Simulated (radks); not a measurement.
# Se⁸⁺ in [Ar] 3d8: an all-electron calculation

The task here is to estimate one member of a computed series from the others.

Method: Dirac Kohn-Sham, LDA (Slater exchange, VWN5 correlation), spin-unpolarised, spherical densities, finite nucleus; open shells fill j = l - 1/2 first. Code: radks (a radial shooting solver on a logarithmic mesh, Libxc functionals) version 1.

### The system

- element: selenium (Z = 34)
- charge: +8
- electrons: 26
- configuration: [Ar] 3d8
- nuclear rms radius: 4.14 fm

The first run:

Settings of this run:

```text
Z 34
configuration [Ar] 3d8 4s0 4p0 4d0 4f0
relativity Dirac
functional lda,vwn5
spin unpolarised
j_filling energy
nucleus finite rms 4.14 fm
c 137.035999084
```

Run with:

```
> python run_ks.py task.json out
```

All runs below come from this command, one after another.

One of the session's tables, all rows but one given; the rest of the session is left out.

It belongs to the step «Radial structure». From the orbitals of this run (lengths in bohr):

```
level      <r>  outermost maximum (interpolated)  90 % within  nodes
1s1/2  0.04414                            0.0288       0.0789      0
2s1/2   0.1959                             0.165        0.303      1
2p1/2   0.1685                             0.130        0.276      0
2p3/2   0.1723                             0.133        0.281      0
3s1/2   0.5620                             0.498        0.834      2
3p1/2   0.5641                             0.488        0.857      1
3p3/2   0.5734                             0.496        0.870      1
3d3/2   0.5706                             0.434        0.922      0
3d5/2   0.5736                             0.437        0.927      0
4s1/2    1.341                              1.25         1.92      3
4p1/2    1.425                              1.33         2.05      2
4p3/2    1.440                              1.34         2.07      2
4d3/2        ?                                 ?            ?      ?
4d5/2    1.644                              1.53         2.41      1
4f5/2    1.917                              1.68         2.84      0
4f7/2    1.918                              1.68         2.84      0
```

Estimate the missing values for 4d3/2.

The run gave: <r>: 1.640; outermost maximum (interpolated): 1.52; 90 % within: 2.40; nodes: 1. In the column «<r>» it lies between 4p3/2 (1.440) and 4d5/2 (1.644).

Caveats from the session: Spin polarisation and multiplet splitting are left out.
